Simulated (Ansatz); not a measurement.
# C₂H₁₀GaNOSi: ionisation energy by level of theory

One table from this session's results is given with a row withheld; the runs are named, their logs left out.

The runs use Ansatz 0.2.0, Gaussian basis; unrestricted cation, the program's frozen cores in correlated methods.

Levels to be run: UKS PBE-D4/def2-TZVPP; UKS r2SCAN-D4/def2-TZVPP; UKS PBE0-D4/def2-TZVPP; UKS B3LYP-D4/def2-TZVPP; UKS wB97X-V/def2-TZVPP; UKS wB97M-V/def2-TZVPP; UKS B2PLYP/def2-TZVPP; UHF-MP2/def2-TZVPP; UHF-MP2/def2-QZVPP; then −ε(HOMO) from the neutral's earlier runs with LDA (SPW92), PBE-D4, revPBE-D4, BLYP-D4, r2SCAN-D4, B97M-V, PBE0-D4, B3LYP-D4, r2SCANh-D4, r2SCAN0-D4, HSE06-D4, BHLYP-D4, CAM-B3LYP-D4, LC-ωPBE, ωB97X-V, ωB97M-V.

1 further run of the same task is left out (it didn't finish). Runs told in other sessions of the task aren't counted.

## The relaxed structure

The geometry comes from an earlier relaxation with PBE0-D4 in a triple-zeta def2 set; it is a stationary point, not always the lowest conformer.

SMILES `NC(O)([SiH3])[CH2][GaH2]`, 16 atoms, charge 0, spin multiplicity 1.

Atoms are counted from 1 here; the program's logs count them from 0.

Bond lengths: N1–C2 1.427 Å, N1–H7 1.008 Å, N1–H8 1.012 Å, C2–O3 1.504 Å, C2–Si4 1.904 Å, C2–C5 1.525 Å, O3–H9 0.966 Å, Si4–H10 1.482 Å, Si4–H11 1.488 Å, Si4–H12 1.489 Å, C5–Ga6 2.017 Å, C5–H13 1.090 Å, C5–H14 1.093 Å, Ga6–H15 1.570 Å, Ga6–H16 1.579 Å. Angles: C2–N1–H7 115.2°, C2–N1–H8 113.3°, H7–N1–H8 110.4°, N1–C2–O3 106.6°, N1–C2–Si4 113.1°, N1–C2–C5 114.6°, O3–C2–Si4 106.0°, O3–C2–C5 101.8°, Si4–C2–C5 113.5°, C2–O3–H9 105.6°, C2–Si4–H10 108.6°, C2–Si4–H11 108.5°, C2–Si4–H12 110.7°, H10–Si4–H11 110.1°, H10–Si4–H12 110.2°, H11–Si4–H12 108.8°, C2–C5–Ga6 94.5°, C2–C5–H13 111.4° and more.

Geometry (Å):

```xyz
16

N    -0.39531   -1.58980    0.18764
C     0.12869   -0.29049   -0.08205
O     0.59039    0.26959    1.23539
Si    1.66681   -0.32473   -1.20441
C    -0.91314    0.73773   -0.50879
Ga   -1.25534    1.40403    1.36438
H    -0.08064   -2.31655   -0.43559
H    -1.40402   -1.60566    0.26629
H     0.73401   -0.49561    1.80713
H     2.21892    1.04765   -1.29134
H     1.25539   -0.79739   -2.55419
H     2.69284   -1.25760   -0.66108
H    -1.71712    0.27595   -1.08099
H    -0.48244    1.54092   -1.11176
H    -0.86567    2.87144    1.76284
H    -2.17336    0.53052    2.30652
```

The first run:

in.yaml

```yaml
crystal:
  periodic: [false, false, false]
  atoms:
    - {symbol: N, position_ang: [-0.395308, -1.589796, 0.187642]}
    - {symbol: C, position_ang: [0.128687, -0.290491, -0.082047]}
    - {symbol: O, position_ang: [0.590387, 0.269586, 1.235391]}
    - {symbol: Si, position_ang: [1.666807, -0.324733, -1.204412]}
    - {symbol: C, position_ang: [-0.913142, 0.737728, -0.508788]}
    - {symbol: Ga, position_ang: [-1.255335, 1.404025, 1.364383]}
    - {symbol: H, position_ang: [-0.080637, -2.316554, -0.435588]}
    - {symbol: H, position_ang: [-1.404017, -1.605665, 0.266294]}
    - {symbol: H, position_ang: [0.734005, -0.495608, 1.807127]}
    - {symbol: H, position_ang: [2.218919, 1.047649, -1.291341]}
    - {symbol: H, position_ang: [1.255391, -0.797389, -2.554188]}
    - {symbol: H, position_ang: [2.692842, -1.257598, -0.661083]}
    - {symbol: H, position_ang: [-1.717123, 0.275949, -1.080990]}
    - {symbol: H, position_ang: [-0.482441, 1.540922, -1.111764]}
    - {symbol: H, position_ang: [-0.865672, 2.871438, 1.762843]}
    - {symbol: H, position_ang: [-2.173363, 0.530517, 2.306521]}
basis:
  gaussian: {orbitals: def2-TZVPP}
total_charge: 1
magnetization: {spin_polarized: true, initial_magnetization: 1}
hamiltonian: {xc: pbe, dispersion: d4}
```

Command:

```bash
$ ansatz run in.yaml --threads 2 --pin off --events-out ev --progress --plain --max-ram 32768MiB --backend cuda --devices 0, --max-vram 18GiB
```

Among the steps run: Cation, UKS PBE-D4/def2-TZVPP; Cation, UKS r2SCAN-D4/def2-TZVPP; Cation, UKS PBE0-D4/def2-TZVPP; Cation, UKS B3LYP-D4/def2-TZVPP; Cation, UKS wB97X-V/def2-TZVPP; Cation, UKS wB97M-V/def2-TZVPP; Cation, UKS B2PLYP (frozen core)/def2-TZVPP; Cation, UHF-MP2/def2-TZVPP; Cation, UHF-MP2/def2-QZVPP.

One table of the session follows, with a row left open; its other results are not shown here.

It belongs to the step «Ionisation energies side by side». For comparison, −ε(HOMO) of the neutral from earlier runs:

| functional | −ε(HOMO) (eV) |
| --- | --- |
| LDA (SPW92) | 6.05 |
| PBE-D4 | 5.91 |
| revPBE-D4 | 5.85 |
| BLYP-D4 | 5.78 |
| r2SCAN-D4 | ? |
| B97M-V | 6.26 |
| PBE0-D4 | 7.06 |
| B3LYP-D4 | 6.86 |
| r2SCANh-D4 | 6.56 |
| r2SCAN0-D4 | 7.21 |
| HSE06-D4 | 6.66 |
| BHLYP-D4 | 8.13 |
| CAM-B3LYP-D4 | 8.37 |
| LC-ωPBE | 9.69 |
| ωB97X-V | 9.35 |
| ωB97M-V | 9.22 |

Q: Estimate the row for r2SCAN-D4 from the others.

Worked estimate for «−ε(HOMO) (eV)». Against the share of exact exchange, r2SCANh-D4 (0.1, 6.56), r2SCAN0-D4 (0.25, 7.21) give a slope of 4.33 per unit share; at 0 the line stands at 6.13.

As computed: −ε(HOMO) (eV): 6.14. In «−ε(HOMO) (eV)» the line misses by -0.01.
